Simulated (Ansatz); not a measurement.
# Al4BSbP2: the cost of one run

Computed with Ansatz 0.2.0 (DFT PBE, scalar-relativistic, plane waves, PAW, unless a step names another level, unless a step's input says otherwise).

2 further runs of the same task are left out: 2 set aside as unsound or not needed.

## (1) The starting structure

It takes space group I-42m (No. 121, tetragonal). Conventional cell: a = 5.314 Å, b = 5.314 Å, c = 11.825 Å, α = 90.00°, β = 90.00°, γ = 90.00°. Al (site symmetry m) has 1 B at 2.16 Å and 2 P at 2.38 Å as nearest neighbours. Around B (site symmetry -42m) lie 4 Al at 2.16 Å. Sb (site symmetry -42m) has 4 Al at 2.71 Å as nearest neighbours. P (site symmetry -4) is surrounded by 4 Al at 2.38 Å.

Structure file:

```
CELL_PARAMETERS angstrom
-2.65677 2.65677 5.91228
2.65677 -2.65677 5.91228
2.65677 2.65677 -5.91228
ATOMIC_POSITIONS crystal
Al 0.16786 0.16786 0.59561
Al 0.83214 0.42775 0.00000
Al 0.57225 0.57225 0.40439
Al 0.42775 0.83214 0.00000
B 0.50000 0.50000 0.00000
Sb 0.00000 0.00000 0.00000
P 0.75000 0.25000 0.50000
P 0.25000 0.75000 0.50000
```

It came out lowest among 25 distinct ends of the trial cells. At a tolerance of 0.05 Å it has space group I-42m (No. 121).

## (2) Tight relaxation for the response runs, on the response runs' mesh and smearing

input.yaml

```yaml
crystal:
  lattice:
    - [-2.6567747472, 2.6567747472, 5.9122788586]
    - [2.6567747472, -2.6567747472, 5.9122788586]
    - [2.6567747472, 2.6567747472, -5.9122788586]
  atoms:
    - { symbol: Al, position: [0.1678618025, 0.1678618025, 0.5956131291] }
    - { symbol: Al, position: [0.8321381975, 0.4277513265, 0.0] }
    - { symbol: Al, position: [0.5722486735, 0.5722486735, 0.4043868709] }
    - { symbol: Al, position: [0.4277513265, 0.8321381975, 0.0] }
    - { symbol: B, position: [0.5, 0.5, 0.0] }
    - { symbol: Sb, position: [0.0, 0.0, 0.0] }
    - { symbol: P, position: [0.75, 0.25, 0.5] }
    - { symbol: P, position: [0.25, 0.75, 0.5] }
basis:
  ecutwfc: 420
kpoints:
  mp_grid: { grid: [8, 8, 8] }
hamiltonian:
  xc: pbe
scf:
  occupations: { method: gaussian, width: 0.1 }
output:
  forces: true
  stress: true
  eigenvalues: true
relax:
  adjacent_minimum: "off"
  f_tol: 0.001
  max_steps: 60
  cell: { stress_tol: 0.01 }
```

Run with:

```bash
$ ansatz run input.yaml --threads 3 --pin off --max-ram 7680MiB --backend cpu --events-out ev --progress --plain --runs-dir out
```

Q: Estimate wall time and peak memory on 3 threads of Intel Xeon 6975P-C (Granite Rapids), shared host.

About 20 s, with a peak of 0.67 GiB.
